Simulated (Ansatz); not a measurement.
**C₄H₈Br₂: how energies converge with the basis set**

One table from this session's results is given with a row withheld; the runs are named, their logs left out.

Program: Ansatz 0.2.0, Gaussian basis. Level of theory: one geometry, several basis sets. These are calculated values, not measurements.

Plan: PBE0-D4/def2-SVP; ωB97M-V/def2-SVP; PBE0-D4/def2-QZVPP; ωB97M-V/def2-QZVPP; the functionals' def2-TZVPP values are taken from earlier runs.

### The geometry

An earlier PBE0-D4 in a triple-zeta def2 set relaxation fixed the geometry.

14 atoms, charge 0, spin multiplicity 1.

Atoms are counted from 1 here; the program's logs count them from 0.

Bond lengths: C1–C2 1.509 Å, C1–H7 1.092 Å, C1–H8 1.091 Å, C1–H9 1.090 Å, C2–Br3 1.975 Å, C2–C4 1.517 Å, C2–H10 1.090 Å, C4–C5 1.509 Å, C4–Br6 1.975 Å, C4–H11 1.090 Å, C5–H12 1.092 Å, C5–H13 1.091 Å, C5–H14 1.090 Å. Angles: C2–C1–H7 110.8°, C2–C1–H8 109.9°, C2–C1–H9 110.4°, H7–C1–H8 108.6°, H7–C1–H9 108.4°, H8–C1–H9 108.7°, C1–C2–Br3 107.6°, C1–C2–C4 115.6°, C1–C2–H10 111.6°, Br3–C2–C4 107.6°, Br3–C2–H10 103.9°, C4–C2–H10 109.8°, C2–C4–C5 115.6°, C2–C4–Br6 107.6°, C2–C4–H11 109.8°, C5–C4–Br6 107.6°, C5–C4–H11 111.6°, Br6–C4–H11 103.9° and more.

Set-up of the first run:

Contents of in.yaml:

```yaml
crystal:
  periodic: [false, false, false]
  atoms:
    - {symbol: C, position_ang: [-0.092909, 0.324338, 1.930690]}
    - {symbol: C, position_ang: [0.313417, -0.303964, 0.619977]}
    - {symbol: Br, position_ang: [2.272297, -0.118049, 0.451685]}
    - {symbol: C, position_ang: [-0.313257, 0.304158, -0.620032]}
    - {symbol: C, position_ang: [0.092762, -0.324580, -1.930632]}
    - {symbol: Br, position_ang: [-2.272198, 0.119044, -0.451643]}
    - {symbol: H, position_ang: [0.107447, 1.397666, 1.924586]}
    - {symbol: H, position_ang: [-1.159670, 0.170896, 2.101408]}
    - {symbol: H, position_ang: [0.460847, -0.123884, 2.755062]}
    - {symbol: H, position_ang: [0.152193, -1.382425, 0.624599]}
    - {symbol: H, position_ang: [-0.151632, 1.382558, -0.624895]}
    - {symbol: H, position_ang: [-0.108348, -1.397768, -1.924409]}
    - {symbol: H, position_ang: [1.159645, -0.171893, -2.101278]}
    - {symbol: H, position_ang: [-0.460603, 0.123914, -2.755118]}
basis:
  gaussian: {orbitals: def2-SVP}
hamiltonian: {xc: pbe0, dispersion: d4}
output: {orbitals: {seedname: orbitals}}
```

Launch:

```bash
> ansatz run in.yaml --threads 2 --pin off --events-out ev --progress --plain --max-ram 31744MiB --backend cpu
```

Steps of the session up to this table: PBE0-D4 in def2-SVP; ωB97M-V in def2-SVP; PBE0-D4 in def2-QZVPP; ωB97M-V in def2-QZVPP.

One table of the session follows, with a row left open; its other results are not shown here.

It belongs to the step «Functionals by basis». 

```
functional       basis  HOMO (eV)
   PBE0-D4    def2-SVP      -7.77
   PBE0-D4  def2-TZVPP      -7.89
   PBE0-D4  def2-QZVPP          ?
   ωB97M-V    def2-SVP      -9.99
   ωB97M-V  def2-TZVPP     -10.12
   ωB97M-V  def2-QZVPP     -10.14
```

**Question.** Estimate the row for PBE0-D4, def2-QZVPP.

The run gave: HOMO (eV): -7.90. In the column «HOMO (eV)» it lies between ωB97M-V, def2-SVP (-9.99) and PBE0-D4, def2-TZVPP (-7.89).
